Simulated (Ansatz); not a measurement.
TlPt:

```
Tl Pt
1.0
     5.60500    0.00000    0.00000
    -2.80250    4.85407    0.00000
     0.00000    0.00000    4.63900
Tl Pt
3 3
Direct
  0.00000 0.50000 0.00000
  0.50000 0.50000 0.00000
  0.50000 0.00000 0.00000
  0.66667 0.33333 0.50000
  0.33333 0.66667 0.50000
  0.00000 0.00000 0.00000
```

Base run:

```yaml
Program: Ansatz 0.2.0
Functional: PBEsol
Potentials_or_basis: Ansatz PAW
Cutoff: "420 eV (not typed: the program's choice for these potentials)"
k_mesh: 6 × 6 × 6
Occupations: fermi-dirac, width 0.05 eV
Spin: no spin polarisation
```

Its results: band gap on the k mesh none (metal or under the smearing width); pressure 6.9 GPa.

Question: The run is repeated on the same cell with these changes: spin from no spin polarisation to spin-orbit coupling, no magnetisation; potential files from those of the base run to others of the same set. What comes out?

Answer: Band gap on the k mesh none (metal or under the smearing width); pressure 6.1 GPa.

Caveats: the PAW data sets come from PBE, with cores solved anew for the run's functional, which leaves a small shift of forces and pressure; spin-orbit coupling is left out, which moves the levels of the heavy elements (some runs).
